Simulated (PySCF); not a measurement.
# Mo⁺, Mo²⁺: ionisation energy in x2c-SVPall

Each state of molybdenum is computed at each level; their differences give the ionisation energy. How far do the methods differ?

The numbers are computed with PySCF 2.14.0 (unrestricted determinants in a Gaussian basis, no spin-orbit coupling in the energies), except any that are marked as measured or tabulated.

6 further runs of the same task are left out: 1 that didn't finish, 5 set aside as unsound or not needed.

**1. The atom as given**

* Element: molybdenum (Z = 42)
* Basis: x2c-SVPall (6s5p5d1f, 53 functions)
* Hamiltonian: the spin-free X2C one-electron Hamiltonian (Gaussian nucleus)
* State 1: Mo⁺: [Kr] 4d5, high-spin 6S determinant
* State 2: Mo²⁺: [Kr] 4d4, high-spin 5D determinant
* Methods: UHF, TPSS, r2SCAN, MP2
* Core shells frozen in the correlated runs: valence: [Kr] (for Mo⁺)

Outer shells as boxes (Hund's rule):

Mo+ [Kr] 4d5
```
[Kr] core
4d [↑ ][↑ ][↑ ][↑ ][↑ ]
```

Mo2+ [Kr] 4d4
```
[Kr] core
4d [↑ ][↑ ][↑ ][↑ ][  ]
```

One driver process ran all states and methods and kept the integrals in memory. Each run is shown as a PySCF script that sums up its settings (the driver passes frozen orbitals as a list and adds second-order terms of double hybrids); the logs are those of the runs themselves. The driver starts from symmetry-adapted Hartree-Fock orbitals, holds the occupation by maximum overlap and uses a logarithmic radial grid for functionals, so a plain start would take other cycles.

It was started by

```
> OMP_NUM_THREADS=1 python atomrun2.py TASK.json OUT
```

The integrals over 53 functions and the set-up took 0.51 s of CPU time.

**2. Mo⁺**

UHF:

File input.py:

```python
from pyscf import gto, scf, dft, mp, cc
import basis_set_exchange as bse
mol = gto.M(atom="Mo 0 0 0", charge=1, spin=5, symmetry="D2h",
            basis=gto.basis.parse(bse.get_basis("x2c-SVPall", elements=["Mo"], fmt="nwchem", header=False)),
            nucmod="G")
mf = scf.UHF(mol).sfx2c1e()
mf.irrep_nelec = {'Ag': (8, 6), 'B1g': (2, 1), 'B2g': (2, 1), 'B3g': (2, 1), 'B1u': (3, 3), 'B2u': (3, 3), 'B3u': (3, 3)}
mf.kernel()
```

Log:

```text
damping factor = 0
level_shift factor = 0
DIIS = <class 'pyscf.scf.diis.CDIIS'>
diis_start_cycle = 1
diis_space = 10
diis_damp = 0
SCF conv_tol = 1e-09
SCF conv_tol_grad = None
number electrons alpha = 23  beta = 18
cycle= 1 E= -4045.59487063485  delta_E= -2.32e-11  |g|= 1.86e-06  |ddm|= 1.07e-05
converged SCF energy = -4045.59487063485  <S^2> = 8.7523555  2S+1 = 6.0007851
```

It took 0.16 s on 1 thread of Neoverse-V2, shared host, the integrals not counted.

The occupied shells:

| shell | electrons | mean orbital energy (eV) | spread (eV) | rms radius (bohr) |
| --- | --- | --- | --- | --- |
| 1s β | 1 | -20112.8 | 0 | 0.0404 |
| 1s α | 1 | -20112.8 | 0 | 0.0404 |
| 2s α | 1 | -2921.7 | 0 | 0.166 |
| 2s β | 1 | -2920.8 | 0 | 0.166 |
| 2p α | 3 | -2608.0 | 0 | 0.148 |
| 2p β | 3 | -2607.1 | 0 | 0.148 |
| 3s α | 1 | -535.24 | 0 | 0.456 |
| 3s β | 1 | -534.75 | 0 | 0.456 |
| 3p α | 3 | -429.21 | 0 | 0.462 |
| 3p β | 3 | -428.63 | 0 | 0.462 |
| 3d α | 5 | -256.81 | 0 | 0.453 |
| 3d β | 5 | -255.44 | 0 | 0.453 |
| 4s α | 1 | -88.804 | 0 | 1.19 |
| 4s β | 1 | -82.670 | 0 | 1.19 |
| 4p α | 3 | -58.812 | 0 | 1.34 |
| 4p β | 3 | -50.535 | 0 | 1.34 |
| 4d α | 5 | -16.368 | 0 | 2.02 |

⟨S²⟩ = 8.752, ⟨L²⟩ = 0.00.

TPSS:

input.py, as changed from the run before:

```diff
@@ -5,3 +5,3 @@
             nucmod="G")
-mf = scf.UHF(mol).sfx2c1e()
+mf = dft.UKS(mol, xc="TPSS").sfx2c1e()
 mf.irrep_nelec = {'Ag': (8, 6), 'B1g': (2, 1), 'B2g': (2, 1), 'B3g': (2, 1), 'B1u': (3, 3), 'B2u': (3, 3), 'B3u': (3, 3)}
```

Log:

```text
damping factor = 0
level_shift factor = 0
DIIS = <class 'pyscf.scf.diis.CDIIS'>
diis_start_cycle = 1
diis_space = 10
diis_damp = 0
SCF conv_tol = 1e-09
SCF conv_tol_grad = None
number electrons alpha = 23  beta = 18
XC functionals = TPSS
    J. Tao, J. P. Perdew, V. N. Staroverov, and G. E. Scuseria.,  Phys. Rev. Lett. 91, 146401 (2003)
    J. P. Perdew, J. Tao, V. N. Staroverov, and G. E. Scuseria.,  J. Chem. Phys. 120, 6898 (2004)
    J. Tao, J. P. Perdew, V. N. Staroverov, and G. E. Scuseria.,  Phys. Rev. Lett. 91, 146401 (2003)
    J. P. Perdew, J. Tao, V. N. Staroverov, and G. E. Scuseria.,  J. Chem. Phys. 120, 6898 (2004)
cycle= 1 E= -4047.56200961931  delta_E= -0.0071  |g|= 0.0574  |ddm|= 0.122
cycle= 2 E= -4047.56211548854  delta_E= -0.000106  |g|= 0.0322  |ddm|= 0.0371
cycle= 3 E= -4047.56229468976  delta_E= -0.000179  |g|= 0.00812  |ddm|= 0.0268
cycle= 4 E= -4047.56231937483  delta_E= -2.47e-05  |g|= 0.000164  |ddm|= 0.0071
cycle= 5 E= -4047.56231938758  delta_E= -1.28e-08  |g|= 2.08e-05  |ddm|= 0.000188
cycle= 6 E= -4047.56231938778  delta_E= -1.96e-10  |g|= 5.83e-08  |ddm|= 1.8e-05
converged SCF energy = -4047.56231938778  <S^2> = 8.75041  2S+1 = 6.0001367
```

Time after the integrals: 2.1 s (1 thread of Neoverse-V2, shared host).

r2SCAN:

input.py, as changed from the run before:

```diff
@@ -5,3 +5,3 @@
             nucmod="G")
-mf = dft.UKS(mol, xc="TPSS").sfx2c1e()
+mf = dft.UKS(mol, xc="R2SCAN").sfx2c1e()
 mf.irrep_nelec = {'Ag': (8, 6), 'B1g': (2, 1), 'B2g': (2, 1), 'B3g': (2, 1), 'B1u': (3, 3), 'B2u': (3, 3), 'B3u': (3, 3)}
```

Log:

```text
damping factor = 0
level_shift factor = 0
DIIS = <class 'pyscf.scf.diis.CDIIS'>
diis_start_cycle = 1
diis_space = 10
diis_damp = 0
SCF conv_tol = 1e-09
SCF conv_tol_grad = None
number electrons alpha = 23  beta = 18
XC functionals = R2SCAN
    J. W. Furness, A. D. Kaplan, J. Ning, J. P. Perdew, and J. Sun.,  J. Phys. Chem. Lett. 11, 8208-8215 (2020)
    J. W. Furness, A. D. Kaplan, J. Ning, J. P. Perdew, and J. Sun.,  J. Phys. Chem. Lett. 11, 9248-9248 (2020)
    J. W. Furness, A. D. Kaplan, J. Ning, J. P. Perdew, and J. Sun.,  J. Phys. Chem. Lett. 11, 8208-8215 (2020)
    J. W. Furness, A. D. Kaplan, J. Ning, J. P. Perdew, and J. Sun.,  J. Phys. Chem. Lett. 11, 9248-9248 (2020)
cycle= 1 E= -4047.72165161547  delta_E= -0.0044  |g|= 0.0373  |ddm|= 0.0834
cycle= 2 E= -4047.72173724607  delta_E= -8.56e-05  |g|= 0.0133  |ddm|= 0.0143
cycle= 3 E= -4047.72175366186  delta_E= -1.64e-05  |g|= 0.00301  |ddm|= 0.00816
cycle= 4 E= -4047.72175686551  delta_E= -3.2e-06  |g|= 9.23e-05  |ddm|= 0.00256
cycle= 5 E= -4047.72175686916  delta_E= -3.66e-09  |g|= 3.69e-06  |ddm|= 0.000144
cycle= 6 E= -4047.72175686917  delta_E= -3.18e-12  |g|= 2.88e-07  |ddm|= 4.55e-06
converged SCF energy = -4047.72175686917  <S^2> = 8.751129  2S+1 = 6.0003763
```

It took 2 s on 1 thread of Neoverse-V2, shared host, the integrals not counted.

MP2 (valence):

input.py, as changed from the run before:

```diff
@@ -5,4 +5,5 @@
             nucmod="G")
-mf = dft.UKS(mol, xc="R2SCAN").sfx2c1e()
+mf = scf.UHF(mol).sfx2c1e()
 mf.irrep_nelec = {'Ag': (8, 6), 'B1g': (2, 1), 'B2g': (2, 1), 'B3g': (2, 1), 'B1u': (3, 3), 'B2u': (3, 3), 'B3u': (3, 3)}
 mf.kernel()
+mp.UMP2(mf, frozen=18).kernel()
```

No log was kept for this step.

Time after the integrals: 0.02 s (1 thread of Neoverse-V2, shared host).

With 5 electrons correlated, the MP2 correlation energy is -0.04668 hartree (-0.04668 same spin, 0.00000 opposite spin); the SCS form gives -0.01556. Largest pairs of shells: 4d-4d -0.0467.

Radial density 4πr²ρ of Mo⁺ at UHF, without picture-change correction:

| r (bohr) | density | spin density |
| --- | --- | --- |
| 0.000499 | 0.341 | 0.000 |
| 0.000839 | 0.865 | 0.000 |
| 0.00141 | 2.03 | 0.000 |
| 0.00237 | 4.70 | 0.000 |
| 0.00399 | 10.4 | 0.000 |
| 0.00671 | 21.2 | 0.000 |
| 0.0113 | 37.1 | -0.001 |
| 0.0190 | 51.5 | -0.001 |
| 0.0319 | 50.8 | -0.003 |
| 0.0537 | 44.9 | -0.003 |
| 0.0904 | 62.2 | 0.042 |
| 0.152 | 54.5 | 0.283 |
| 0.256 | 43.1 | 0.585 |
| 0.430 | 42.8 | 0.155 |
| 0.723 | 12.3 | 0.529 |
| 1.22 | 10.8 | 2.821 |
| 2.05 | 3.24 | 2.097 |
| 3.44 | 0.387 | 0.378 |
| 5.79 | 0.00584 | 0.006 |
| 9.74 | 2.15e-05 | 0.000 |

**3. Mo²⁺: the ladder of methods**

UHF:

File input.py:

```python
from pyscf import gto, scf, dft, mp, cc
import basis_set_exchange as bse
mol = gto.M(atom="Mo 0 0 0", charge=2, spin=4, symmetry="D2h",
            basis=gto.basis.parse(bse.get_basis("x2c-SVPall", elements=["Mo"], fmt="nwchem", header=False)),
            nucmod="G")
mf = scf.UHF(mol).sfx2c1e()
mf.irrep_nelec = {'Ag': (7, 6), 'B1g': (2, 1), 'B2g': (2, 1), 'B3g': (2, 1), 'B1u': (3, 3), 'B2u': (3, 3), 'B3u': (3, 3)}
mf.kernel()
```

Log:

```text
damping factor = 0
level_shift factor = 0
DIIS = <class 'pyscf.scf.diis.CDIIS'>
diis_start_cycle = 1
diis_space = 10
diis_damp = 0
SCF conv_tol = 1e-09
SCF conv_tol_grad = None
number electrons alpha = 22  beta = 18
cycle= 1 E= -4045.03889240562  delta_E= -0.00344  |g|= 0.0181  |ddm|= 0.0485
cycle= 2 E= -4045.03900600747  delta_E= -0.000114  |g|= 0.00364  |ddm|= 0.00932
cycle= 3 E= -4045.03901200716  delta_E= -6e-06  |g|= 0.000406  |ddm|= 0.00356
cycle= 4 E= -4045.03901243169  delta_E= -4.25e-07  |g|= 0.000232  |ddm|= 0.0014
cycle= 5 E= -4045.03901262286  delta_E= -1.91e-07  |g|= 0.000122  |ddm|= 0.00111
cycle= 6 E= -4045.03901269462  delta_E= -7.18e-08  |g|= 9.88e-06  |ddm|= 0.00114
cycle= 7 E= -4045.03901269487  delta_E= -2.43e-10  |g|= 1.03e-06  |ddm|= 6.77e-05
converged SCF energy = -4045.03901269487  <S^2> = 6.0024387  2S+1 = 5.0009754
```

Time after the integrals: 0.21 s (1 thread of Neoverse-V2, shared host).

Orbital energies by shell (radii are means over both spins):

| shell | electrons | mean orbital energy (eV) | spread (eV) | rms radius (bohr) |
| --- | --- | --- | --- | --- |
| 1s β | 1 | -20125.3 | 0 | 0.0404 |
| 1s α | 1 | -20125.3 | 0 | 0.0404 |
| 2s α | 1 | -2934.3 | 0 | 0.166 |
| 2s β | 1 | -2933.5 | 0 | 0.166 |
| 2p α | 3 | -2620.6 | 0.016 | 0.148 |
| 2p β | 3 | -2619.8 | 0.225 | 0.148 |
| 3s α | 1 | -547.82 | 0 | 0.456 |
| 3s β | 1 | -547.35 | 0 | 0.456 |
| 3p α | 3 | -441.79 | 0.328 | 0.462 |
| 3p β | 3 | -441.23 | 0.500 | 0.462 |
| 3d α | 5 | -269.32 | 0.955 | 0.453 |
| 3d β | 5 | -268.05 | 0.566 | 0.453 |
| 4s α | 1 | -100.65 | 0 | 1.18 |
| 4s β | 1 | -95.148 | 0 | 1.18 |
| 4p α | 3 | -70.156 | 0.911 | 1.32 |
| 4p β | 3 | -62.861 | 1.457 | 1.32 |
| 4d α | 4 | -27.566 | 1.234 | 1.85 |

⟨S²⟩ = 6.002, ⟨L²⟩ = 6.02.

TPSS:

input.py, as changed from the run before:

```diff
@@ -5,3 +5,3 @@
             nucmod="G")
-mf = scf.UHF(mol).sfx2c1e()
+mf = dft.UKS(mol, xc="TPSS").sfx2c1e()
 mf.irrep_nelec = {'Ag': (7, 6), 'B1g': (2, 1), 'B2g': (2, 1), 'B3g': (2, 1), 'B1u': (3, 3), 'B2u': (3, 3), 'B3u': (3, 3)}
```

Log:

```text
damping factor = 0
level_shift factor = 0
DIIS = <class 'pyscf.scf.diis.CDIIS'>
diis_start_cycle = 1
diis_space = 10
diis_damp = 0
SCF conv_tol = 1e-09
SCF conv_tol_grad = None
number electrons alpha = 22  beta = 18
XC functionals = TPSS
    J. Tao, J. P. Perdew, V. N. Staroverov, and G. E. Scuseria.,  Phys. Rev. Lett. 91, 146401 (2003)
    J. P. Perdew, J. Tao, V. N. Staroverov, and G. E. Scuseria.,  J. Chem. Phys. 120, 6898 (2004)
    J. Tao, J. P. Perdew, V. N. Staroverov, and G. E. Scuseria.,  Phys. Rev. Lett. 91, 146401 (2003)
    J. P. Perdew, J. Tao, V. N. Staroverov, and G. E. Scuseria.,  J. Chem. Phys. 120, 6898 (2004)
cycle= 1 E= -4046.96397565108  delta_E= -0.00673  |g|= 0.0518  |ddm|= 0.0989
cycle= 2 E= -4046.96415668794  delta_E= -0.000181  |g|= 0.0179  |ddm|= 0.0202
cycle= 3 E= -4046.96418603433  delta_E= -2.93e-05  |g|= 0.00276  |ddm|= 0.00966
cycle= 4 E= -4046.96418836158  delta_E= -2.33e-06  |g|= 8.81e-05  |ddm|= 0.0026
cycle= 5 E= -4046.96418836448  delta_E= -2.89e-09  |g|= 7e-06  |ddm|= 9.84e-05
cycle= 6 E= -4046.9641883645  delta_E= -2.14e-11  |g|= 2.44e-07  |ddm|= 1.09e-05
converged SCF energy = -4046.9641883645  <S^2> = 6.0004963  2S+1 = 5.0001985
```

It took 2.1 s on 1 thread of Neoverse-V2, shared host, the integrals not counted.

r2SCAN:

input.py, as changed from the run before:

```diff
@@ -5,3 +5,3 @@
             nucmod="G")
-mf = dft.UKS(mol, xc="TPSS").sfx2c1e()
+mf = dft.UKS(mol, xc="R2SCAN").sfx2c1e()
 mf.irrep_nelec = {'Ag': (7, 6), 'B1g': (2, 1), 'B2g': (2, 1), 'B3g': (2, 1), 'B1u': (3, 3), 'B2u': (3, 3), 'B3u': (3, 3)}
```

Log:

```text
damping factor = 0
level_shift factor = 0
DIIS = <class 'pyscf.scf.diis.CDIIS'>
diis_start_cycle = 1
diis_space = 10
diis_damp = 0
SCF conv_tol = 1e-09
SCF conv_tol_grad = None
number electrons alpha = 22  beta = 18
XC functionals = R2SCAN
    J. W. Furness, A. D. Kaplan, J. Ning, J. P. Perdew, and J. Sun.,  J. Phys. Chem. Lett. 11, 8208-8215 (2020)
    J. W. Furness, A. D. Kaplan, J. Ning, J. P. Perdew, and J. Sun.,  J. Phys. Chem. Lett. 11, 9248-9248 (2020)
    J. W. Furness, A. D. Kaplan, J. Ning, J. P. Perdew, and J. Sun.,  J. Phys. Chem. Lett. 11, 8208-8215 (2020)
    J. W. Furness, A. D. Kaplan, J. Ning, J. P. Perdew, and J. Sun.,  J. Phys. Chem. Lett. 11, 9248-9248 (2020)
cycle= 1 E= -4047.11852511977  delta_E= -0.00516  |g|= 0.0366  |ddm|= 0.0791
cycle= 2 E= -4047.11863328133  delta_E= -0.000108  |g|= 0.00996  |ddm|= 0.0138
cycle= 3 E= -4047.1186406066  delta_E= -7.33e-06  |g|= 0.00107  |ddm|= 0.00335
cycle= 4 E= -4047.11864092295  delta_E= -3.16e-07  |g|= 0.000141  |ddm|= 0.00108
cycle= 5 E= -4047.11864092986  delta_E= -6.91e-09  |g|= 6.75e-06  |ddm|= 0.000185
cycle= 6 E= -4047.11864092991  delta_E= -5e-11  |g|= 1.06e-06  |ddm|= 2.68e-05
converged SCF energy = -4047.11864092991  <S^2> = 6.0011554  2S+1 = 5.0004621
```

Time after the integrals: 2 s (1 thread of Neoverse-V2, shared host).

MP2 (valence):

input.py, as changed from the run before:

```diff
@@ -5,4 +5,5 @@
             nucmod="G")
-mf = dft.UKS(mol, xc="R2SCAN").sfx2c1e()
+mf = scf.UHF(mol).sfx2c1e()
 mf.irrep_nelec = {'Ag': (7, 6), 'B1g': (2, 1), 'B2g': (2, 1), 'B3g': (2, 1), 'B1u': (3, 3), 'B2u': (3, 3), 'B3u': (3, 3)}
 mf.kernel()
+mp.UMP2(mf, frozen=18).kernel()
```

The driver printed no log here.

It took 0.01 s on 1 thread of Neoverse-V2, shared host, the integrals not counted.

With 4 electrons correlated, the MP2 correlation energy is -0.02701 hartree (-0.02701 same spin, 0.00000 opposite spin); the SCS form gives -0.00900. Largest pairs of shells: 4d-4d -0.0270.

Radial density 4πr²ρ of Mo²⁺ at UHF, without picture-change correction:

| r (bohr) | density | spin density |
| --- | --- | --- |
| 0.000499 | 0.341 | 0.000 |
| 0.000839 | 0.865 | 0.000 |
| 0.00141 | 2.03 | 0.000 |
| 0.00237 | 4.70 | 0.000 |
| 0.00399 | 10.4 | 0.000 |
| 0.00671 | 21.2 | 0.000 |
| 0.0113 | 37.1 | 0.000 |
| 0.0190 | 51.5 | -0.001 |
| 0.0319 | 50.8 | -0.002 |
| 0.0537 | 44.9 | 0.000 |
| 0.0904 | 62.3 | 0.042 |
| 0.152 | 54.5 | 0.261 |
| 0.256 | 43.1 | 0.545 |
| 0.430 | 42.8 | 0.144 |
| 0.723 | 12.3 | 0.513 |
| 1.22 | 10.6 | 2.559 |
| 2.05 | 2.74 | 1.642 |
| 3.44 | 0.202 | 0.196 |
| 5.79 | 0.000617 | 0.000 |

Spin density of Mo²⁺ at UHF in the xz plane next to the nucleus (x to the right, z up), 2.9 Å wide.

Values in e/Å³, 10 rows by 10 columns:
```
0.01 0.01 0.03 0.04 0.06 0.07 0.05 0.03 0.02 0.01
0.01 0.02 0.06 0.11 0.19 0.20 0.14 0.09 0.04 0.01
0.02 0.04 0.19 0.41 0.75 0.80 0.54 0.29 0.12 0.03
0.02 0.06 0.29 0.69 1.30 1.32 0.95 0.46 0.17 0.03
0.02 0.05 0.22 0.48 0.03 1.44 0.53 0.34 0.14 0.03
0.02 0.05 0.18 0.31 0.83 7.60 0.27 0.25 0.12 0.03
0.02 0.06 0.30 0.74 1.15 1.02 1.03 0.48 0.18 0.03
0.02 0.05 0.25 0.55 1.06 1.12 0.75 0.38 0.15 0.03
0.01 0.03 0.14 0.28 0.50 0.53 0.36 0.20 0.09 0.02
0.01 0.01 0.04 0.07 0.11 0.12 0.09 0.05 0.03 0.01
```

**4. Orbital energies side by side**

Highest occupied Hartree-Fock shell of each state: Mo⁺ 4d α at -16.368 eV; Mo²⁺ 4d α at -27.566 eV.

**5. The energy differences**

Ionisation energy: Mo⁺ [Kr] 4d5 (6S) → Mo²⁺ [Kr] 4d4 (5D).

| method | value (eV) | less the reference (eV) | CPU time, both states (s) |
| --- | --- | --- | --- |
| UHF | 15.126 | -1.034 | 0.37 |
| TPSS | 16.276 | +0.116 | 4.2 |
| r2SCAN | 16.412 | +0.252 | 4 |
| MP2 (valence) | 15.661 | -0.499 | 0.4 |
| SCS-MP2 (valence) | 15.304 | -0.856 | 0.4 |

Reference: 16.16 ± 0.12 eV (semi-empirical (NIST evaluation); NIST Atomic Spectra Database, ionization energies). The reference lies between the lowest fine-structure levels, while these numbers refer to the centres of the terms. Errors of the correlated levels include the incompleteness of this basis.

Times are CPU seconds on a shared host without the integrals; correlated rows include their Hartree-Fock run, whose time holds the symmetry-adapted start and any spin-orbit constants, while functionals begin from orbitals already made.

**6. Outcome**

```
              quantity                                                        value
ionisation energy, Mo⁺  UHF 15.126, MP2 (valence) 15.661 eV; reference 16.16 ± 0.12
```

**Reading.** The methods span 1.286 eV, from UHF (15.126) to r2SCAN (16.412). The reference is uncertain or not like for like (spin-orbit coupling or other relativistic terms), so no ranking of close methods is drawn. All values hold for this basis alone; no basis-set limit was taken.
